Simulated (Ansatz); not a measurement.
# PBE-QIDH/def2-TZVP run of CH4Si (SMILES C[SiH])

Aim: the electronic atomisation energy of CH4Si at PBE-QIDH/def2-TZVP, from 4 runs. 

The calculation is run with Ansatz 0.2.0.

44 further runs of the same task are left out: 44 set aside as unsound or not needed.

**1. The structure to begin with**

The species is CH4Si (6 atoms), meant as a singlet with charge 0. As SMILES, `C[SiH]`. Geometry: relaxed at PBE0-D4/def2-TZVP.

Bond lengths: C1–Si2 1.892 Å, C1–H3 1.098 Å, C1–H4 1.091 Å, C1–H5 1.098 Å, Si2–H6 1.531 Å. Angles: C1–Si2–H6 94.2°, Si2–C1–H3 109.7°, Si2–C1–H4 113.8°, Si2–C1–H5 109.5°, H3–C1–H4 109.0°, H3–C1–H5 105.5°, H4–C1–H5 109.0°.

**2. A single-point energy at PBE-QIDH/def2-TZVP**

Input file input.yaml:

```yaml
crystal:
  periodic: [false, false, false]
  atoms:
    - symbol: C
      position_ang: [-0.093500, -0.366000, -0.370300]
    - symbol: Si
      position_ang: [0.917300, 0.209800, 1.122300]
    - symbol: H
      position_ang: [-1.156900, -0.410100, -0.102200]
    - symbol: H
      position_ang: [0.215000, -1.335600, -0.763000]
    - symbol: H
      position_ang: [-0.024000, 0.382000, -1.170800]
    - symbol: H
      position_ang: [0.142200, 1.520000, 1.284000]
basis:
  gaussian: {orbitals: def2-TZVP}
hamiltonian: {xc: {name: PBE-QIDH}}
correlation: {frozen_orbitals: {C: 1, H: 0, Si: 5}}
accuracy: high
output: {orbitals: {seedname: orbitals}}
```

On the command line:

```
$ ansatz run input.yaml --threads 1 --pin off --max-ram 3480MiB --events-out events.jsonl --progress --plain --runs-dir runs
```

Output:

```text
Warning: RAYON_NUM_THREADS=1 ignored (pool sized by the plan → 1); use --threads N
Functional definition: PBE-QIDH
  name "PBE-QIDH"
  parameter a = 3^(-1/3)
  parameter c = 1/3
  exchange = (1 - a)*pbe_x + a*exact_x
  correlation = (1 - c)*pbe_c + c*(mp2_os + mp2_ss)
1657 factors; integrals over basis functions are off by at most 3.7e-9 eV
mean field evaluation 1: about -8965.7185 eV, gradient 3.3e1 eV
mean field evaluation 2: about -8965.7184 eV, gradient 3.3e1 eV
mean field evaluation 4: about -8968.3008 eV, gradient 1.6e0 eV
mean field evaluation 8: about -8968.3137 eV, gradient 5.8e-2 eV
mean field evaluation 16: about -8968.3138 eV, gradient 8.1e-6 eV
mean field -8968.31377234 eV, -329.5794521921 hartree, gradient 4.4e-8 eV, S^2 0.000000; 0 other end points of the search recorded, 0 dependent functions left out; unrestricted orbitals would lower it
6 core orbitals not correlated: weight in the atoms' cores, before any rotation towards them, 1.000 or more for the frozen orbitals, at most 0.000 for the correlated occupied ones
reference -8968.31377328 eV, -329.5794522266 hartree; 6, 6 occupied and 80, 80 virtual orbitals, 1657 factors
second order -8.46680629 eV of doubles, -0.00000000 eV of singles
Total energy: -8971.13604204 eV, -329.6831686906 hartree
```

Wall time 5.4 s (1 thread of Arm Neoverse V2, shared host); peak memory 0.22 GiB.

**3. The C atom at the same level**

Input file run.yaml:

```yaml
crystal:
  periodic: [false, false, false]
  atoms:
    - {symbol: C, position_ang: [0.000000, 0.000000, 0.000000]}
basis:
  gaussian:
    orbitals: def2-TZVP
magnetization:
  spin_polarized: true
  initial_magnetization: 2
hamiltonian:
  xc: {name: PBE-QIDH}
correlation:
  frozen_orbitals: {C: 1}
accuracy: high
```

Run the same way, it converges to -37.80052 Eh (log not shown).

**4. The H atom**

Input file job.yaml:

```yaml
crystal:
  periodic: [false, false, false]
  atoms:
    - {symbol: H, position_ang: [0.000000, 0.000000, 0.000000]}
basis:
  gaussian:
    orbitals: def2-TZVP
magnetization:
  spin_polarized: true
  initial_magnetization: 1
hamiltonian:
  xc: {name: PBE-QIDH}
correlation:
  frozen_orbitals: {H: 0}
accuracy: high
```

Run the same way, it converges to -0.50179 Eh (log not shown).

**5. The Si atom**

Input file in.yaml:

```yaml
crystal:
  periodic: [false, false, false]
  atoms:
    - symbol: Si
      position_ang: [0.000000, 0.000000, 0.000000]
basis:
  gaussian:
    orbitals: def2-TZVP
accuracy: high
magnetization:
  spin_polarized: true
  initial_magnetization: 2
hamiltonian:
  xc: {name: PBE-QIDH}
correlation:
  frozen_orbitals: {Si: 5}
```

Run the same way, it converges to -289.15915 Eh (log not shown).

**6. Summary of results**

At PBE-QIDH/def2-TZVP, 6 core orbitals frozen:

```
                                     quantity          value
                       molecule: total energy  -329.68317 Eh
  molecule: HOMO energy (SCF part's orbitals)       -7.90 eV
  molecule: LUMO energy (SCF part's orbitals)       -0.77 eV
molecule: HOMO–LUMO gap (SCF part's orbitals)        7.13 eV
                         C atom: total energy   -37.80052 Eh
                                 C atom: ⟨S²⟩          2.006
                         H atom: total energy    -0.50179 Eh
                                 H atom: ⟨S²⟩          0.750
                        Si atom: total energy  -289.15915 Eh
                                Si atom: ⟨S²⟩          2.010
                electronic atomisation energy      19.492 eV
```

In words: Taking the molecule apart into free atoms costs 19.49 eV (450 kcal/mol), before zero-point energy and without spin-orbit coupling. The restricted solution (molecule) is unstable to spin breaking: an unrestricted one lies lower.
